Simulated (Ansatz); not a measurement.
# C2H5NSSi: geometry optimisation, by script

Aim: a geometry optimisation, for C2H5NSSi, run from a script. SMILES: N[SiH2]C1=CS1.

All numbers are computed with Ansatz 0.2.0 through its Python package. Level of theory: PBE0/def2-SVP.

## 1. The system

Bond lengths: N1–Si2 1.706 Å, Si2–C3 1.694 Å, C3–C4 1.378 Å, C3–S5 1.704 Å, C4–S5 1.747 Å, N1–H6 1.004 Å, N1–H7 1.061 Å, Si2–H8 1.450 Å, Si2–H9 1.505 Å, C4–H10 1.031 Å. Angles (14 of 16 angles, heavy atoms first): N1–Si2–C3 110.7°, Si2–C3–C4 148.9°, Si2–C3–S5 142.9°, C4–C3–S5 68.1°, C3–C4–S5 64.9°, C3–S5–C4 47.0°, N1–Si2–H8 107.2°, N1–Si2–H9 104.2°, C3–Si2–H8 112.3°, C3–Si2–H9 114.7°, Si2–N1–H6 108.0°, Si2–N1–H7 105.0°, C3–C4–H10 146.8°, S5–C4–H10 147.3°.

No structure file is read: the coordinates are typed or built in the script.

## 2. Script

The input, run_opt.py:

```python
'''Minimum-energy structure of C2H5NSSi.'''

import itertools
import warnings

import ansatz
from ase import Atoms
from ase.data import atomic_numbers, covalent_radii
import numpy as np

warnings.simplefilter('ignore', ansatz.DeckWarning)

atoms = Atoms(['N', 'Si', 'C', 'C', 'S', 'H', 'H', 'H', 'H', 'H'], positions=[
    [-0.8559, 0.2636, 1.4872],
    [-0.3477, 0.7575, -0.0651],
    [0.5807, -0.4522, -0.8034],
    [1.6772, -1.286, -0.7665],
    [0.7417, -1.3547, -2.2403],
    [-1.5355, -0.4666, 1.3732],
    [-1.4412, 1.0694, 1.8536],
    [-1.54, 1.0771, -0.8257],
    [0.3832, 2.0502, 0.18],
    [2.4207, -1.7093, -0.1903],
])
system = ansatz.Crystal.molecule_from_ase(atoms)

model = (
    system.calculation()
    .basis(gaussian='def2-SVP')  # atom-centred Gaussian functions
    .functional('PBE0')
)
symbols = [site.symbol for site in system.cartesian_sites]
start = np.array([site.position_ang for site in system.cartesian_sites], dtype=float)
def progress(event):
    if event['event'] == 'relax_step':
        row = event['data']
        print(f'step {row["step"]:3d}  E = {row["lagrangian_ev"]:.6f} eV  largest force component {row["allowed_force_max_ev_ang"]:.4f} eV/A')


rep = model.relax(force_tolerance=0.005).session().plan().execute(on_event=progress).report
end = np.array(rep['positions_ang'])

print('reference energy %16.6f eV' % rep['reference_energy_ev'])
print('total energy     %16.6f eV' % rep['free_energy_ev'])
print('occupied orbitals outside the frozen core (up, down):', rep['n_occupied'], ' frozen:', rep['n_frozen'], ' virtual:', rep['n_virtual'])

# pairs closer than 1.2 times the sum of covalent radii, before or after
radius = [covalent_radii[atomic_numbers[s]] for s in symbols]
span = lambda where, i, j: np.linalg.norm(where[i] - where[j])
bonded = [(i, j) for i, j in itertools.combinations(range(len(symbols)), 2) if min(span(start, i, j), span(end, i, j)) < 1.2 * (radius[i] + radius[j])]
print('pair        before    after (A)')
for i, j in bonded:
    print(f'{symbols[i]}{i}-{symbols[j]}{j}'.ljust(10), f'{span(start, i, j):8.4f} {span(end, i, j):8.4f}')
with open('c2h5nssi_opt.xyz', 'w') as handle:
    handle.write(f'{len(symbols)}\nrelaxed C2H5NSSi\n')
    handle.writelines(f'{s:2s} {x:11.6f} {y:11.6f} {z:11.6f}\n' for s, (x, y, z) in zip(symbols, end))
```

## 3. The input behind the calls

The engine receives this input:

```yaml
crystal:
  periodic: [false, false, false]
  atoms:
    - { symbol: "N", position_ang: [-0.8559, 0.2636, 1.4872] }
    - { symbol: Si, position_ang: [-0.3477, 0.7575, -0.0651] }
    - { symbol: C, position_ang: [0.5807, -0.4522, -0.8034] }
    - { symbol: C, position_ang: [1.6772, -1.286, -0.7665] }
    - { symbol: S, position_ang: [0.7417, -1.3547, -2.2403] }
    - { symbol: H, position_ang: [-1.5355, -0.4666, 1.3732] }
    - { symbol: H, position_ang: [-1.4412, 1.0694, 1.8536] }
    - { symbol: H, position_ang: [-1.54, 1.0771, -0.8257] }
    - { symbol: H, position_ang: [0.3832, 2.0502, 0.18] }
    - { symbol: H, position_ang: [2.4207, -1.7093, -0.1903] }
basis:
  gaussian:
    orbitals: def2-SVP
hamiltonian:
  xc: pbe0
relax:
  f_tol: 0.005
```

## 4. Running it

The run is started by

```
$ python run_opt.py
```

Without the output at hand: what should come out? Wanted: total energy; dipole moment; moves of the relaxation; energy gained; last largest force component.

As calculated:

```
                    quantity           value
                total energy  -22336.5978 eV
               dipole moment          3.61 D
     moves of the relaxation              13
               energy gained        1.399 eV
last largest force component     0.0048 eV/Å
```

What this shows: The relaxation took 13 moves; the largest shift is 1.145 Å, of atom 5 (S). So large a move can change the bonding: the results belong to the relaxed structure. The end point is the stationary point reached from this start; no frequency run checks that it is a minimum, and the basis set is modest.
